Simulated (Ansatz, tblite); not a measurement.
# Ge(NH2)2H2 (GeN2H6): spin states and exact exchange

Aim: set other spin states of Ge(NH2)2H2 (GeN2H6) against its singlet, on many levels of theory.

Method: as each input shows; program: Ansatz 0.2.0, Gaussian basis.

Levels to be run: triplet, at the geometry of the singlet (GFN1-xTB, GFN2-xTB, PBE0-D4/def2-TZVP, PBE-D4/def2-TZVP, r2SCAN-D4/def2-TZVP); the singlet's energies come from earlier runs.

## 1. The structure

The singlet was relaxed beforehand with PBE0-D4/def2-TZVP.

9 atoms, charge 0, spin multiplicity 1.

Bond lengths: Ge1–N2 1.843 Å, Ge1–N5 1.843 Å, Ge1–H8 1.534 Å, Ge1–H9 1.534 Å, N2–H3 1.010 Å, N2–H4 1.010 Å, N5–H6 1.010 Å, N5–H7 1.010 Å. Angles: N2–Ge1–N5 119.2°, N2–Ge1–H8 106.0°, N2–Ge1–H9 105.8°, N5–Ge1–H8 105.8°, N5–Ge1–H9 106.0°, H8–Ge1–H9 114.6°, Ge1–N2–H3 115.4°, Ge1–N2–H4 115.3°, H3–N2–H4 108.8°, Ge1–N5–H6 115.4°, Ge1–N5–H7 115.3°, H6–N5–H7 108.8°.

## 2. Triplet at the fixed geometry, GFN1-xTB

Tight binding, by tblite at 300 K electronic temperature and without a spin-polarisation term:

```python
tblite.interface.Calculator('GFN1-xTB', numbers, positions, charge=0, uhf=2).singlepoint()
```

Energy -301.5682 eV; 0.004 s.

## 3. Triplet at the fixed geometry, GFN2-xTB

Tight binding, by tblite at 300 K electronic temperature and without a spin-polarisation term:

```python
tblite.interface.Calculator('GFN2-xTB', numbers, positions, charge=0, uhf=2).singlepoint()
```

Energy -286.2819 eV; 0.003 s.

## 4. Triplet at the fixed geometry, PBE0-D4/def2-TZVP

Input file in.yaml:

```yaml
crystal:
  periodic: [false, false, false]
  atoms:
    - {symbol: Ge, position_ang: [-0.561337, 0.008597, -0.396225]}
    - {symbol: N, position_ang: [-0.716535, -0.003443, 1.439827]}
    - {symbol: H, position_ang: [-0.336001, 0.804715, 1.911905]}
    - {symbol: H, position_ang: [-0.375206, -0.837841, 1.895948]}
    - {symbol: N, position_ang: [1.116718, -0.002697, -1.157364]}
    - {symbol: H, position_ang: [1.672178, -0.825269, -0.968634]}
    - {symbol: H, position_ang: [1.677863, 0.817787, -0.976565]}
    - {symbol: H, position_ang: [-1.224118, 1.309660, -0.867025]}
    - {symbol: H, position_ang: [-1.253572, -1.271508, -0.881877]}
basis:
  gaussian: {orbitals: def2-TZVP}
magnetization: {spin_polarized: true, initial_magnetization: 2}
hamiltonian: {xc: pbe0, dispersion: d4}
scf: {omitted_lower_state_checks: [starts]}
output: {orbitals: {seedname: orbitals}}
```

Launch:

```bash
$ ansatz run in.yaml --threads 4 --pin off --events-out ev --progress --plain --max-ram 3916MiB
```

Log:

```text
Functional definition: PBE0
  name "PBE0"
  cite "Adamo & Barone, J. Chem. Phys. 110, 6158 (1999) doi:10.1063/1.478522"
  cite "Perdew, Burke & Ernzerhof, Phys. Rev. Lett. 77, 3865 (1996) doi:10.1103/PhysRevLett.77.3865"
  parent pbe
  parameter a = 0.25
  parameter kappa = 0.804
  parameter beta = 0.06672455060314922
  exchange = (1 - a)*pbe_x(kappa = kappa, mu = beta*pi^2/3) + a*exact_x
  correlation = pbe_c(beta = beta)
these checks for a lower state are left out or cut short: starts
975 factors; their error is unknown
mean field evaluation 1: about -59563.5189 eV, gradient 6.2e1 eV
mean field evaluation 2: about -59517.7726 eV, gradient 1.1e2 eV
mean field evaluation 4: about -59581.2797 eV, gradient 5.1e0 eV
mean field evaluation 8: about -59581.4035 eV, gradient 1.6e-1 eV
mean field evaluation 16: about -59581.6686 eV, gradient 6.0e-4 eV
mean field -59581.66857241 eV, -2189.5859341307 hartree, gradient 6.7e-6 eV, S^2 2.012924; 0 other end points of the search recorded, 0 dependent functions left out
reference -59581.66860870 eV, -2189.5859354642 hartree; 27, 25 occupied and 119, 121 virtual orbitals, 975 factors
Total energy: -59581.78367938 eV, -2189.5901642336 hartree
Checks for a lower state left out: starts
```

It took 6 s on 4 threads of Arm Neoverse V1, shared host; peak memory 0.6 GiB.

From the report: HOMO -1.76 eV, LUMO -5.41 eV (over both spins; with the spin held, an empty level of the minority spin lies below the top filled one); ⟨S²⟩ 2.013 (pure: 2.00).

## 5. Triplet at the fixed geometry, PBE-D4/def2-TZVP

start.molden holds the orbitals of an earlier run on this state, given as this run's starting guess.

Edit in.yaml of step 4 so:

```diff
@@ -13,5 +13,5 @@
 basis:
-  gaussian: {orbitals: def2-TZVP}
+  gaussian: {orbitals: def2-TZVP, initial_orbitals: start.molden}
 magnetization: {spin_polarized: true, initial_magnetization: 2}
-hamiltonian: {xc: pbe0, dispersion: d4}
+hamiltonian: {xc: pbe, dispersion: d4}
 scf: {omitted_lower_state_checks: [starts]}
```

The command is unchanged.

Log:

```text
Functional definition: PBE
  name "PBE"
  cite "Perdew, Burke & Ernzerhof, Phys. Rev. Lett. 77, 3865 (1996) doi:10.1103/PhysRevLett.77.3865"
  parent pbe
  parameter kappa = 0.804
  parameter beta = 0.06672455060314922
  exchange = pbe_x(kappa = kappa, mu = beta*pi^2/3)
  correlation = pbe_c(beta = beta)
these checks for a lower state are left out or cut short: starts
932 factors; their error is unknown
mean field evaluation 1: about -59580.2259 eV, gradient 7.3e0 eV
mean field evaluation 2: about -59580.3440 eV, gradient 1.6e-1 eV
mean field evaluation 4: about -59580.3158 eV, gradient 1.5e-3 eV
mean field evaluation 8: about -59580.3158 eV, gradient 6.2e-5 eV
mean field -59580.31584347 eV, -2189.5362222589 hartree, gradient 2.8e-5 eV, S^2 2.004644; 0 other end points of the search recorded, 0 dependent functions left out
reference -59580.31589239 eV, -2189.5362240566 hartree; 27, 25 occupied and 119, 121 virtual orbitals, 932 factors
Total energy: -59580.45325779 eV, -2189.5412721421 hartree
Checks for a lower state left out: starts
```

Wall time 2 s (4 threads of Arm Neoverse V1, shared host).

From the report: HOMO -1.25 eV, LUMO -6.35 eV (over both spins; with the spin held, an empty level of the minority spin lies below the top filled one); ⟨S²⟩ 2.005 (pure: 2.00).

## 6. Triplet at the fixed geometry, r2SCAN-D4/def2-TZVP

Edit in.yaml of step 5 so:

```diff
@@ -15,3 +15,3 @@
 magnetization: {spin_polarized: true, initial_magnetization: 2}
-hamiltonian: {xc: pbe, dispersion: d4}
+hamiltonian: {xc: r2scan, dispersion: d4}
 scf: {omitted_lower_state_checks: [starts]}
```

Same command.

Log:

```text
Functional definition: r2SCAN
  name "r2SCAN"
  cite "Furness, Kaplan, Ning, Perdew & Sun, J. Phys. Chem. Lett. 11, 8208 (2020) doi:10.1021/acs.jpclett.0c02405"
  cite "Furness, Kaplan, Ning, Perdew & Sun, J. Phys. Chem. Lett. 11, 9248 (2020) doi:10.1021/acs.jpclett.0c03077"
  parent r2scan
  parameter k0 = 0.174
  parameter k1 = 0.065
  parameter a1 = 4.9479
  exchange = r2scan_x(k0 = k0, k1 = k1, a1 = a1)
  correlation = r2scan_c
these checks for a lower state are left out or cut short: starts
932 factors; their error is unknown
mean field evaluation 1: about -59590.5703 eV, gradient 4.7e0 eV
mean field evaluation 2: about -59590.6129 eV, gradient 6.4e-2 eV
mean field evaluation 4: about -59590.5908 eV, gradient 4.5e-4 eV
mean field evaluation 8: about -59590.5908 eV, gradient 1.1e-5 eV
mean field -59590.59077490 eV, -2189.9138190246 hartree, gradient 8.9e-6 eV, S^2 2.012712; 0 other end points of the search recorded, 0 dependent functions left out
reference -59590.59078985 eV, -2189.9138195740 hartree; 27, 25 occupied and 119, 121 virtual orbitals, 932 factors
Total energy: -59590.62369550 eV, -2189.9150288341 hartree
Checks for a lower state left out: starts
```

Run time: 9.5 s. Hardware: 4 threads of Arm Neoverse V1, shared host.

From the report: HOMO -1.35 eV, LUMO -6.09 eV (over both spins; with the spin held, an empty level of the minority spin lies below the top filled one); ⟨S²⟩ 2.013 (pure: 2.00).

## 7. Triplet less singlet, vertical

The singlet's energies are those of its earlier runs, whose logs aren't repeated here.

```csv
level,"triplet less singlet, vertical (kcal/mol)",time
GFN1-xTB,+144.4,0.008 s
GFN2-xTB,+187.0,0.005 s
PBE-D4/def2-TZVP,+119.4,3.1 s
r2SCAN-D4/def2-TZVP,+124.1,12 s
PBE0-D4/def2-TZVP,+129.0,7.4 s
```

Times add the two runs; a level without a time comes out of a correlated run. Tight binding without a spin term can't rank spin states.

## 8. Results

| quantity | value |
| --- | --- |
| triplet less singlet, vertical, functionals in def2-TZVP | +119.4 (PBE-D4) to +129.0 kcal/mol (PBE0-D4) |

All functionals put the triplet above the singlet, over a spread of 9.6 kcal/mol. The checks for a lower triplet were left out, so another state of that spin may lie lower. These are electronic energies, without zero-point motion, entropy or surroundings.
